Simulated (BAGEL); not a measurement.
# HF/3-21G (density fitting with qzvpp-jkfit) run of SiHSF3 (SMILES F[Si](F)(F)S)

What is the energy change on altering one bond length of SiHSF3 at HF/3-21G (density fitting with qzvpp-jkfit)? 

The calculation is run with BAGEL 1.2.2.

1 further run of the same task is left out (set aside as unsound or not needed).

### Step 1. Starting point

SiHSF3 has 6 atoms, charge 0, and is taken as a singlet. SMILES: `F[Si](F)(F)S`. The shape is that of a PBE0-D4/def2-TZVP optimisation.

Bond lengths: F1–Si2 1.571 Å, Si2–F3 1.574 Å, Si2–F4 1.573 Å, Si2–S5 2.089 Å, S5–H6 1.346 Å. Angles: F1–Si2–F3 108.6°, F1–Si2–F4 108.6°, F1–Si2–S5 107.7°, F3–Si2–F4 106.1°, F3–Si2–S5 112.9°, F4–Si2–S5 112.9°, Si2–S5–H6 92.3°.

### Step 2. The energy at HF/3-21G (density fitting with qzvpp-jkfit)

calc.json reads:

```json
{ "bagel": [

{
  "title": "molecule",
  "basis": "3-21g",
  "df_basis": "qzvpp-jkfit",
  "angstrom": true,
  "geometry": [
    { "atom": "F", "xyz": [    0.466800,   -0.998900,    1.589500 ] },
    { "atom": "Si", "xyz": [    0.253700,   -0.377400,    0.162100 ] },
    { "atom": "F", "xyz": [   -0.333300,   -1.487500,   -0.786100 ] },
    { "atom": "F", "xyz": [    1.659400,    0.005000,   -0.432600 ] },
    { "atom": "S", "xyz": [   -1.016800,    1.267900,    0.370500 ] },
    { "atom": "H", "xyz": [   -0.987600,    1.526900,   -0.949600 ] }
  ]
},
{ "title": "hf", "charge": 0 },
{ "title": "print", "file": "orbitals.molden", "orbitals": true }

]}
```

Command:

```console
$ BAGEL_NUM_THREADS=1 BAGEL calc.json > calc.out
```

What it wrote:

```text
* using 1 threads per process

  ===============================================================
  ===============================================================

  *** Geometry ***

  { "atom" : "F", "xyz" : [      0.882124,     -1.887647,      3.003720 ] },
  { "atom" : "Si", "xyz" : [      0.479424,     -0.713183,      0.306325 ] },
  { "atom" : "F", "xyz" : [     -0.629846,     -2.810968,     -1.485514 ] },
  { "atom" : "F", "xyz" : [      3.135812,      0.009449,     -0.817496 ] },
  { "atom" : "S", "xyz" : [     -1.921474,      2.395984,      0.700144 ] },
  { "atom" : "H", "xyz" : [     -1.866294,      2.885423,     -1.794484 ] },

  Number of auxiliary basis functions:      505

  Since a DF basis is specified, we compute 2- and 3-index integrals:
    o Being stored without compression. Storage requirement is 0.012 GB

  Number of basis functions:       55
  Number of electrons      :       58

    * METHOD: MOLECULE                             0.20

  *** RHF ***

  === Nuclear Repulsion ===
   323.4283758812

      * DIIS with orbital gradients will be used.

  === RHF iteration (3-21g) ===
      0       -980.24823556          0.02781189           0.07
      1       -980.40514367          0.01532009           0.06
      2       -980.45303017          0.00077083           0.06
      3       -980.45345212          0.00019771           0.06
      4       -980.45348276          0.00006042           0.06
      5       -980.45348575          0.00001238           0.06
      6       -980.45348589          0.00000211           0.06
      7       -980.45348589          0.00000086           0.06
      8       -980.45348589          0.00000023           0.06
      9       -980.45348589          0.00000005           0.06
     10       -980.45348589          0.00000001           0.06
     11       -980.45348589          0.00000000           0.06
    * SCF iteration converged.

    * Permanent dipole moment:
           (    0.176943,    -0.358885,     0.542329) a.u.

    * METHOD: HF                                   0.90

    * METHOD: PRINT                                0.01

  ===============================================================
```

Wall time 1.3 s (1 thread of Arm Neoverse V1, shared host).

### Step 3. The distorted shape

job.json reads:

```json
{ "bagel" : [

{
  "title" : "molecule",
  "basis" : "3-21g",
  "df_basis" : "qzvpp-jkfit",
  "angstrom" : "true",
  "geometry" : [
    { "atom" : "F", "xyz" : [       0.443439,      -1.206109,       2.645627 ] },
    { "atom" : "Si", "xyz" : [       0.230339,      -0.584609,       1.218227 ] },
    { "atom" : "F", "xyz" : [      -0.356661,      -1.694709,       0.270027 ] },
    { "atom" : "F", "xyz" : [       1.636039,      -0.202209,       0.623527 ] },
    { "atom" : "S", "xyz" : [      -1.040161,       1.060691,       1.426627 ] },
    { "atom" : "H", "xyz" : [      -0.987600,       1.526900,      -0.949600 ] }
  ]
},

{
  "title" : "hf"
},

{
  "title" : "print",
  "file" : "orbitals.molden",
  "orbitals" : "true"
}

]}
```

Command:

```console
$ BAGEL_NUM_THREADS=1 BAGEL job.json > job.out
```

What it wrote:

```text
* using 1 threads per process

  ===============================================================
  ===============================================================

  *** Geometry ***

  { "atom" : "F", "xyz" : [      0.837978,     -2.279216,      4.999510 ] },
  { "atom" : "Si", "xyz" : [      0.435278,     -1.104751,      2.302115 ] },
  { "atom" : "F", "xyz" : [     -0.673992,     -3.202536,      0.510277 ] },
  { "atom" : "F", "xyz" : [      3.091666,     -0.382120,      1.178295 ] },
  { "atom" : "S", "xyz" : [     -1.965619,      2.004415,      2.695934 ] },
  { "atom" : "H", "xyz" : [     -1.866294,      2.885423,     -1.794484 ] },

  Number of auxiliary basis functions:      505

  Since a DF basis is specified, we compute 2- and 3-index integrals:
    o Being stored without compression. Storage requirement is 0.012 GB

  Number of basis functions:       55
  Number of electrons      :       58

    * METHOD: MOLECULE                             0.20

  *** RHF ***

  === Nuclear Repulsion ===
   319.3838073487

      * DIIS with orbital gradients will be used.

  === RHF iteration (3-21g) ===
      0       -980.08483843          0.02812086           0.07
      1       -980.26149578          0.01541104           0.06
      2       -980.31500257          0.00105285           0.06
      3       -980.31601842          0.00028639           0.06
      4       -980.31607455          0.00012667           0.06
      5       -980.31608588          0.00003713           0.06
      6       -980.31608751          0.00001163           0.06
      7       -980.31608770          0.00000507           0.06
      8       -980.31608773          0.00000191           0.06
      9       -980.31608773          0.00000043           0.06
     10       -980.31608773          0.00000014           0.06
     11       -980.31608773          0.00000007           0.06
     12       -980.31608773          0.00000002           0.06
     13       -980.31608773          0.00000001           0.06
    * SCF iteration converged.

    * Permanent dipole moment:
           (    0.199510,    -0.432014,     0.733758) a.u.

    * METHOD: HF                                   1.01

    * METHOD: PRINT                                0.01

  ===============================================================
```

Run time: 1.4 s. Hardware: 1 thread of Arm Neoverse V1, shared host.

### Step 4. Outcome

Level: HF/3-21G (density fitting with qzvpp-jkfit).

```
                                                         quantity          value
                                        first shape: total energy  -980.45349 Eh
                                       first shape: dipole moment         1.71 D
                                         first shape: HOMO energy      -12.07 eV
                                         first shape: LUMO energy        3.79 eV
                                       first shape: HOMO–LUMO gap       15.85 eV
                                    distorted shape: total energy  -980.31609 Eh
                                   distorted shape: dipole moment         2.22 D
                                     distorted shape: HOMO energy      -11.79 eV
                                     distorted shape: LUMO energy       -2.30 eV
                                   distorted shape: HOMO–LUMO gap        9.49 eV
energy change with the S5–H6 bond stretched from 1.346 to 2.422 Å       3.739 eV
```

One bond (distorted shape) is far stretched, which a spin-restricted single reference describes badly; a broken-symmetry solution may lie lower. With the S5–H6 bond stretched from 1.346 to 2.422 Å the energy rises by 3.74 eV (361 kJ/mol). The first shape isn't relaxed at this level, so the change isn't measured from a minimum. A restricted reference can't describe the breaking bond well at this length.
